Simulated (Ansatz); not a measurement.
# Sn3Se2S: the cost of one run

Program: Ansatz 0.2.0. Level of theory: DFT PBE, scalar-relativistic, plane waves, PAW, unless a step names another level. These are calculated values, not measurements.

1 further run of the same task is left out (set aside as unsound or not needed). Runs told in other sessions of the task aren't counted.

## Step 1: The structure to begin with

The structure is orthorhombic, space group Cmcm (No. 63). The conventional cell has a = 4.233 Å, b = 11.983 Å, c = 12.728 Å, α = 90.00°, β = 90.00°, γ = 90.00°. Sn (site symmetry m) has 3 Se at 2.74 to 3.04 Å and 2 S at 2.95 Å in its first shell of neighbours. Sn (site symmetry m2m) has 1 S at 2.60 Å and 4 Se at 3.03 Å in its first shell of neighbours. Se (site symmetry m) has 5 Sn at 2.74 to 3.04 Å in its first shell of neighbours. Around S (site symmetry m2m) lie 5 Sn at 2.60 to 2.95 Å.

Coordinates:

```cif
data_structure
_symmetry_space_group_name_H-M 'Cmcm'
_symmetry_Int_Tables_number 63
_cell_length_a 4.2326
_cell_length_b 11.9834
_cell_length_c 12.7281
_cell_angle_alpha 90.000
_cell_angle_beta 90.000
_cell_angle_gamma 90.000
_cell_volume 645.57
loop_
_atom_site_label
_atom_site_type_symbol
_atom_site_symmetry_multiplicity
_atom_site_Wyckoff_symbol
_atom_site_fract_x
_atom_site_fract_y
_atom_site_fract_z
_atom_site_occupancy
Sn1 Sn 8 f 0.50000 0.13213 0.90897 1
Sn2 Sn 4 c 0.50000 0.12428 0.25000 1
Se1 Se 8 f 0.50000 0.36044 0.91943 1
S1 S 4 c 0.50000 0.34122 0.25000 1
```

The cell was relaxed beforehand at this level, from a generated guess; it needn't be the stable form of this composition. At a tolerance of 0.02 Å it has space group Cmcm (No. 63); it has 26.90 Å³/atom, an uncorrected energy of -0.43 eV/atom over the elements.

## Step 2: Bands, states and charges

File input.yaml:

```yaml
crystal:
  lattice:
    - [2.116278, -5.9916931, 0.0]
    - [2.116278, 5.9916931, 0.0]
    - [0.0, 0.0, 12.7281192]
  atoms:
    - { symbol: Sn, position: [0.367872, 0.632128, 0.408966] }
    - { symbol: Sn, position: [0.375716, 0.624284, 0.75] }
    - { symbol: Sn, position: [0.367872, 0.632128, 0.091034] }
    - { symbol: Sn, position: [0.632128, 0.367872, 0.591034] }
    - { symbol: Sn, position: [0.632128, 0.367872, 0.908966] }
    - { symbol: Sn, position: [0.624284, 0.375716, 0.25] }
    - { symbol: Se, position: [0.139557, 0.860443, 0.419428] }
    - { symbol: Se, position: [0.139557, 0.860443, 0.080572] }
    - { symbol: Se, position: [0.860443, 0.139557, 0.580572] }
    - { symbol: Se, position: [0.860443, 0.139557, 0.919428] }
    - { symbol: S, position: [0.15878, 0.84122, 0.75] }
    - { symbol: S, position: [0.84122, 0.15878, 0.25] }
basis:
  ecutwfc: 420
kpoints:
  mp_grid: { grid: [10, 10, 4] }
  band_path:
    path:
      - [[0.0, 0.0, 0.0], [-0.5, 0.5, 0.0], [-0.28118791, 0.71881209, 0.0]]
      - [[0.28118791, 0.28118791, 0.0], [0.0, 0.0, 0.0], [0.0, 0.0, 0.5], [0.28118791, 0.28118791, 0.5]]
      - [[-0.28118791, 0.71881209, 0.5], [-0.5, 0.5, 0.5], [-0.5, 0.5, 0.0]]
      - [[0.0, 0.0, 0.0], [0.0, 0.5, 0.0], [0.0, 0.5, 0.5], [0.0, 0.0, 0.5], [-0.5, 0.5, 0.5]]
    npoints: 10
hamiltonian:
  xc: pbe
scf:
  occupations: { method: gaussian, width: 0.01 }
  n_extra_bands: 30
output:
  forces: true
  stress: true
  eigenvalues: true
  populations: true
  dos: { projected: true, de: 0.02, nscf_kmesh: { grid: [12, 12, 5] } }
  bader: false
  write_density: true
  write_potential: true
  elf: true
  volumetric_format: npy
```

On the command line:

```
> ansatz run input.yaml --threads 4 --pin off --max-ram 8192MiB --backend cpu --events-out ev --progress --plain --runs-dir out
```

**Question.** How long does this run take on 4 threads of Arm Neoverse N1, shared host, and how much memory does it need?

About 5.5 min, with a peak of 3.4 GiB.
